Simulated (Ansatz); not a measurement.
This was printed by a script on Ansatz 0.2.0 through its Python package, for harmonic frequencies at the relaxed geometry of CH₅BIN, SMILES NBCI. What did the script look like? Settings (for the species named): B3LYP, def2-SVP basis, multiplicity 1.

Input file `ch5bin.xyz`:
```text
9

N    -0.55710    1.22410   -0.50080
B     0.44560    0.34480    0.08210
C     0.12690   -1.19820    0.31580
I    -1.74130   -1.76200   -0.26560
H    -0.18780    1.68550   -1.38960
H    -0.75430    2.06010    0.17000
H     1.53580    0.78740    0.37470
H     0.32460   -1.40520    1.40240
H     0.89610   -1.78290   -0.20620
```

Running `python ch5bin.py` prints:
```text
pair        before    after (A)
N0-B1        1.4555   1.3851
N0-H4        1.0674   1.0170
N0-H5        1.0898   1.0128
B1-C2        1.5928   1.5809
B1-H6        1.2125   1.2126
C2-I3        2.0362   2.1992
C2-H7        1.1237   1.0999
C2-H8        1.0982   1.0999
final angle B1-N0-H4: 122.31 deg
final angle B1-N0-H5: 123.24 deg
final angle N0-B1-C2: 124.48 deg
final angle N0-B1-H6: 118.92 deg
final angle H4-N0-H5: 114.45 deg
final angle C2-B1-H6: 116.60 deg
final angle B1-C2-I3: 116.22 deg
final angle B1-C2-H7: 111.60 deg
final angle B1-C2-H8: 111.59 deg
final angle I3-C2-H7: 104.80 deg
final angle I3-C2-H8: 104.79 deg
final angle H7-C2-H8: 107.16 deg
mode  1     129.7 1/cm    16.07 meV
mode  2     153.2 1/cm    18.99 meV
mode  3     389.6 1/cm    48.31 meV
mode  4     477.7 1/cm    59.23 meV
mode  5     549.7 1/cm    68.15 meV
mode  6     614.7 1/cm    76.22 meV
mode  7     772.8 1/cm    95.82 meV
mode  8     827.8 1/cm   102.64 meV
mode  9     908.8 1/cm   112.68 meV
mode 10     911.8 1/cm   113.05 meV
mode 11    1047.2 1/cm   129.84 meV
mode 12    1123.4 1/cm   139.29 meV
mode 13    1165.5 1/cm   144.50 meV
mode 14    1395.9 1/cm   173.07 meV
mode 15    1405.6 1/cm   174.27 meV
mode 16    1599.4 1/cm   198.30 meV
mode 17    2567.2 1/cm   318.29 meV
mode 18    3085.9 1/cm   382.60 meV
mode 19    3145.9 1/cm   390.04 meV
mode 20    3552.7 1/cm   440.48 meV
mode 21    3674.3 1/cm   455.56 meV
imaginary modes: 0  zero-point energy: 1.8287 eV
H(298 K) - E = 2.0015 eV
S(298 K, 1 bar) = 322.9 J/(mol K) with symmetry number 1
```

The script that was run (others could print the same):

Script `ch5bin.py`:
```python
import itertools

import ansatz
from ase import Atoms
from ase.data import atomic_numbers, covalent_radii
from ase.thermochemistry import IdealGasThermo
import numpy as np


def main() -> None:
    ch5bin = ansatz.Crystal.molecule_from_extxyz("ch5bin.xyz")

    calc = ch5bin.calculation()
    calc = calc.basis(gaussian="def2-SVP")
    calc = calc.functional("b3lyp")
    symbols = [site.symbol for site in ch5bin.cartesian_sites]
    start = np.array([site.position_ang for site in ch5bin.cartesian_sites], dtype=float)
    summary = calc.relax(force_tolerance=0.003, max_steps=100).run().report
    end = np.array(summary["positions_ang"])

    radius = [covalent_radii[atomic_numbers[s]] for s in symbols]
    span = lambda where, i, j: np.linalg.norm(where[i] - where[j])
    bonded = [(i, j) for i, j in itertools.combinations(range(len(symbols)), 2) if min(span(start, i, j), span(end, i, j)) < 1.2 * (radius[i] + radius[j])]
    print("pair        before    after (A)")
    for i, j in bonded:
        print(f"{symbols[i]}{i}-{symbols[j]}{j}".ljust(10), f"{span(start, i, j):8.4f} {span(end, i, j):8.4f}")
    for first, second in list(itertools.combinations(bonded, 2)):
        shared = set(first) & set(second)
        if shared and symbols[(j := shared.pop())] != "H":
            i, k = sorted((set(first) | set(second)) - {j})
            u, v = end[i] - end[j], end[k] - end[j]
            angle = np.degrees(np.arccos(np.clip(u @ v / np.linalg.norm(u) / np.linalg.norm(v), -1, 1)))
            print(f"final angle {symbols[i]}{i}-{symbols[j]}{j}-{symbols[k]}{k}: {angle:.2f} deg")

    minimum = ansatz.Crystal.molecule()
    for symbol, place in zip(symbols, end):
        minimum = minimum.atom(symbol, place.tolist())
    vibrating = (
        minimum.calculation()
        .basis(gaussian="def2-SVP")
        .functional("b3lyp")
        .phonons(temperatures=(298.15, 498.15, 100))
    )
    vib = vibrating.run().report["vibrations"]
    sums = vib["harmonic_sums"]
    modes = [m["omega_inv_cm"] for m in sums["modes_at_gamma"] if m["rigid_motion"] == "no"]
    for number, w in enumerate(modes, start=1):
        print(f"mode {number:2d} {w:9.1f} 1/cm {w / 8065.544 * 1000:8.2f} meV")
    print("imaginary modes:", sum(w < 0 for w in modes), " zero-point energy:", round(sums["zero_point_energy_ev"], 4), "eV")
    gas = IdealGasThermo(vib_energies=[w / 8065.544 for w in modes if w > 0], geometry="linear" if len(modes) == 3 * len(symbols) - 5 else "nonlinear",
                         atoms=Atoms(symbols, positions=end), symmetrynumber=1, spin=0.0)
    print(f"H(298 K) - E = {gas.get_enthalpy(298.15, verbose=False):.4f} eV")
    print(f"S(298 K, 1 bar) = {96485.33 * gas.get_entropy(298.15, 1e5, verbose=False):.1f} J/(mol K) with symmetry number 1")


if __name__ == "__main__":
    main()
```

What to keep in mind:
- The frequencies are harmonic and unscaled, in a modest basis. The result belongs to the one conformer reached from this start, and soft torsions count as harmonic oscillators.
- def2 sets replace the cores of elements past krypton by effective core potentials.
- b3lyp holds the VWN-RPA fit, as in Gaussian; the form of ORCA and Turbomole is b3lyp5.
- The entropy takes a symmetry number of 1; a symmetric molecule's is lower by R ln(sigma).
- It ran for 4.6 min on 1 thread of Arm Neoverse V1 (shared host), peak memory 0.33 GiB.

(Lines on the test bed's own set-up are left out of the output.)
